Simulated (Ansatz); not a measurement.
# GaH2+ (triplet): wave-function methods side by side at distance Ga1–H2 = 2.795 Å, cc-pVTZ

How much of the correlation energy of GaH2+ (triplet) does each wave-function method recover here?

Program: Ansatz 0.2.0, Gaussian basis. Level of theory: cc-pVTZ, core rule «outside noble gas», up to 14 orbitals frozen. These are calculated values, not measurements.

The runs, in order: UHF; CCSD(T) on ROHF; CCSD(T) on UHF; BCCD(T) on ROHF; CISD; CCSDT(Q) on ROHF; CCSDT(Q) on UHF; CASSCF and MRCISD+Q, 4 electrons in 4 orbitals; CASSCF and NEVPT2, 4 electrons in 4 orbitals; CASSCF and MRCISD+Q, 4 electrons in 6 orbitals; CASSCF and NEVPT4(SD), 4 electrons in 6 orbitals; CASSCF and NEVPT2, 4 electrons in 6 orbitals; Full CI.

24 further runs of the same task are left out: 3 for a known fault of the program, 16 that didn't finish, 5 set aside as unsound or not needed.

## 1. The geometry

The geometry derives from a PBE0/def2-TZVP stationary point (not a proven minimum). One bond is set to the value named and the two fragments are kept rigid. No spin-orbit coupling is included. The filled d shell of Ga may be among the frozen orbitals whatever the setting's name suggests; the logs give the count.

3 atoms, charge 1, spin multiplicity 3.

Atoms are counted from 1 here; the program's logs count them from 0.

Bond lengths: Ga1–H3 1.768 Å.

## 2. UHF

Contents of in.yaml:

```yaml
crystal:
  periodic: [false, false, false]
  atoms:
    - {symbol: Ga, position_ang: [0.000000, -0.008472, -0.051896]}
    - {symbol: H, position_ang: [0.000000, 1.632738, 2.210505]}
    - {symbol: H, position_ang: [0.000000, -1.046724, 1.379330]}
basis:
  gaussian: {orbitals: cc-pVTZ}
total_charge: 1
magnetization: {spin_polarized: true, initial_magnetization: 2}
hamiltonian: {xc: hf}
output: {orbitals: {seedname: orbitals}}
```

Launch:

```console
> ansatz run in.yaml --threads 1 --pin off --events-out ev --progress --plain --max-ram 2393MiB
```

Further steps of the session: CCSD(T) on ROHF; CCSD(T) on UHF; BCCD(T) on ROHF; CISD; CCSDT(Q) on ROHF; CCSDT(Q) on UHF; CASSCF and MRCISD+Q, 4 electrons in 4 orbitals; CASSCF and NEVPT2, 4 electrons in 4 orbitals; CASSCF and MRCISD+Q, 4 electrons in 6 orbitals; CASSCF and NEVPT4(SD), 4 electrons in 6 orbitals; CASSCF and NEVPT2, 4 electrons in 6 orbitals; Full CI.

Q: Predict the results of all the runs planned. Wanted: FCI below the RHF energy; RMP2 from FCI; UMP2 from FCI; RCCSD from FCI; RCCSD(T) from FCI; UCCSD(T) from FCI; RCCSDT(Q) from FCI; UCCSDT(Q) from FCI; NEVPT2 pair from FCI.

The runs gave:

| quantity | value |
| --- | --- |
| FCI below the RHF energy | -1.5777 eV |
| RMP2 from FCI | +415.4 meV |
| UMP2 from FCI | +406.7 meV |
| RCCSD from FCI | +31.7 meV |
| RCCSD(T) from FCI | +5.9 meV |
| UCCSD(T) from FCI | -3.1 meV |
| RCCSDT(Q) from FCI | -1.4 meV |
| UCCSDT(Q) from FCI | -9.6 meV |
| NEVPT2 pair from FCI | +336.5 meV |
| MRCISD+Q pair from FCI | -2.9 meV |
| NEVPT2 valence from FCI | +136.1 meV |
| levels within 1 kcal/mol (43 meV) | CISD, RCCSD, UCCSD, RCCSD(T), UCCSD(T), BCCD(T), RCCSDT, UCCSDT, RCCSDT(Q), UCCSDT(Q), MRCISD pair, MRCISD+Q pair, NEVPT4(SD) valence, MRCISD valence, MRCISD+Q valence |
| T1 diagnostic | 0.042 |
| effectively unpaired electrons | 2.03 |

In words: RCCSD(T) misses by +5.9 meV, 0.4 % of the correlation energy. UCCSD(T), UCCSDT, UCCSDT(Q), MRCISD+Q pair fall below full CI: unrestricted runs freeze a spin-polarised core, another one than full CI's, and coupled cluster isn't variational. The occupations are near whole numbers, but T1 = 0.042 shows that the orbitals relax strongly. Of the multireference levels listed MRCISD+Q pair comes nearest in total energy (-2.9 meV), which doesn't show that its space is the better one. These misses are within one basis, not against nature; the frozen cores of restricted and unrestricted runs differ, which can shift their rows.
